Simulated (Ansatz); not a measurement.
# Ba3Ir: the cost of one run

Program: Ansatz 0.2.0. Level of theory: DFT PBE, scalar-relativistic, plane waves, PAW. These are calculated values, not measurements.

## 1. Starting point

It takes space group P4/mmm (No. 123, tetragonal). The conventional cell has a = 4.981 Å, b = 4.981 Å, c = 5.052 Å, α = 90.00°, β = 90.00°, γ = 90.00°. Ba (site symmetry 4/mmm) is surrounded by 4 Ir at 3.52 Å and 8 Ba at 3.55 Å. Around Ba (site symmetry mmm) lie 8 Ba at 3.52 to 3.55 Å and 4 Ir at 3.55 Å. Ir (site symmetry 4/mmm) has 12 Ba at 3.52 to 3.55 Å as nearest neighbours.

Structure file:

```cif
data_structure
_symmetry_space_group_name_H-M 'P4/mmm'
_symmetry_Int_Tables_number 123
_cell_length_a 4.9815
_cell_length_b 4.9815
_cell_length_c 5.0519
_cell_angle_alpha 90.000
_cell_angle_beta 90.000
_cell_angle_gamma 90.000
_cell_volume 125.36
loop_
_atom_site_label
_atom_site_type_symbol
_atom_site_symmetry_multiplicity
_atom_site_Wyckoff_symbol
_atom_site_fract_x
_atom_site_fract_y
_atom_site_fract_z
_atom_site_occupancy
Ba1 Ba 1 c 0.50000 0.50000 0.00000 1
Ba2 Ba 2 e 0.00000 0.50000 0.50000 1
Ir1 Ir 1 a 0.00000 0.00000 0.00000 1
```

A structure generator made this guess: species swapped into a database cell of SrPb3 (P4/mmm, No. 123), with Ir on the Sr sites and Ba on the Pb sites. Lengths come from tabulated atomic sizes and are only a guess.

## 2. Probe: one point on a coarse mesh

Input file input.yaml:

```yaml
crystal:
  lattice:
    - [4.98149497, 0.0, 0.0]
    - [0.0, 4.98149497, 0.0]
    - [0.0, 0.0, 5.05186944]
  atoms:
    - { symbol: Ba, position: [0.5, 0.5, 0.0] }
    - { symbol: Ba, position: [0.0, 0.5, 0.5] }
    - { symbol: Ba, position: [0.5, 0.0, 0.5] }
    - { symbol: Ir, position: [0.0, 0.0, 0.0] }
basis:
  ecutwfc: 420
kpoints:
  mp_grid: { grid: [4, 4, 4] }
hamiltonian:
  xc: pbe
scf:
  occupations: { method: gaussian, width: 0.1 }
  lower_state_search: "off"
output:
  forces: true
  stress: true
  eigenvalues: true
```

Started as:

```console
$ ansatz run input.yaml --threads 1 --pin off --max-ram 2048MiB --backend cpu --events-out ev --progress --plain --runs-dir out
```

Q: Estimate wall time and peak memory on 1 thread of Arm Neoverse V2, shared host.

About 4.3 s, with a peak of 0.38 GiB.
